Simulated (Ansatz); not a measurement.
## HfIn4SiO6 in Ansatz: the effect of Hubbard term

Crystal: HfIn4SiO6.

```
CELL_PARAMETERS angstrom
5.69867 0.00381 0.01559
-0.70506 6.10815 -0.00575
-2.73718 -1.39557 6.63076
ATOMIC_POSITIONS crystal
Hf 0.11793 0.01556 0.13292
In 0.38842 0.99901 0.72891
In 0.75865 0.00842 0.49586
In 0.23461 0.48841 0.53300
In 0.59649 0.48211 0.20528
Si 0.86778 0.44029 0.85544
O 0.55316 0.38738 0.79290
O 0.93454 0.38483 0.65596
O 0.98414 0.26218 0.00347
O 0.99083 0.69806 0.98452
O 0.08665 0.06493 0.39374
O 0.48680 0.10883 0.21799
```

The cell was built by a generator and needn't be a form met in nature.

Alike in all runs:

| Quantity | Value |
| --- | --- |
| Program | Ansatz 0.2.0 |
| Task | projected density of states |
| Functional | PBE |
| Potentials or basis | Ansatz PAW |
| Cutoff | 420 eV (not typed: the program's choice for these potentials) |
| k mesh | 5 × 5 × 4 |
| Occupations | fermi-dirac, width 0.05 eV |
| Spin | no spin polarisation |
| Hubbard projectors | ortho-atomic (the default) |
| Double counting | fll (the default) |

```csv
Hubbard term,gap on the mesh (eV),pressure (GPa),largest force (eV/Å)
Hf d U = 2 eV,?,?,?
Hf d U = 4 eV,0.86,0.7,0.50
Hf d U = 6 eV,0.84,1.1,0.79
Hf d U = 8 eV,0.82,1.5,1.11
```

Problem. What does the run with Hubbard term Hf d U = 2 eV give?

Solution. gap on the mesh 0.87 eV; pressure 0.3 GPa; largest force 0.24 eV/Å.

Worked out: A straight line through the other rows of the gap on the mesh, of slope -0.01 eV per eV, extrapolates to 0.88 eV, against the run's 0.87. A straight line through the other rows of the pressure, of slope 0.2 GPa per eV, extrapolates to 0.3 GPa, against the run's 0.3. A straight line through the other rows of the largest force, of slope 0.153 eV/Å per eV, extrapolates to 0.19 eV/Å, against the run's 0.24.

Caveats: odd divisions of the mesh miss points on the zone boundary, where band edges often lie, so the gap on the mesh can be too wide; spin-orbit coupling is left out, which moves the levels of the heavy elements; forces of over 1 eV/Å show positions far from the minimum, so gaps and moduli don't describe the material at rest (some runs).

A k mesh can miss the band edges.
